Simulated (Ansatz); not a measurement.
Crystal: Ti3S2.

```xyz
5
Lattice="2.7131 1.5664 3.2376 -2.7131 1.5664 3.2376 0.0000 -3.1328 3.2376" Properties=species:S:1:pos:R:3 pbc="T T T"
Ti   -0.9107   -1.5555    3.2376
Ti    1.8024   -0.0109    3.2376
Ti   -0.8918    1.5664    3.2376
S     0.0000    0.0000    1.6302
S     0.0000    0.0000    8.0827
```

The cell comes from a database or a generator and needn't be the stable form of this composition.

Base run:

| Quantity | Value |
| --- | --- |
| Program | Ansatz 0.2.0 |
| Functional | PBEsol |
| Potentials or basis | Ansatz PAW |
| Cutoff | 420 eV |
| Density cutoff | 1680 eV |
| k mesh | 6 × 6 × 6 |
| Occupations | fermi-dirac, width 0.05 eV |
| Spin | no spin polarisation |

Its results: band gap on the k mesh none (metal or under the smearing width); pressure -4.5 GPa; largest force 0.044 eV/Å.

Question: After a change of settings the same cell gave: band gap on the k mesh none (metal or under the smearing width); pressure 0.3 GPa; largest force 0.034 eV/Å. Which change was it?
A. functional from PBEsol to PBE
B. hubbard terms from none to Ti d U = 8 eV; hubbard projectors from none to ortho-atomic (the default)
C. functional from PBEsol to LDA

Answer: A.

PBE binds less tightly than PBEsol, so the same cell stands under more pressure.

Caveats: the PAW data sets come from PBE, with cores solved anew for the run's functional, which leaves a small shift of forces and pressure (some runs); the density of states is complete only up to the lowest level of the last band computed (some runs).

Not every run made on this cell is shown here.
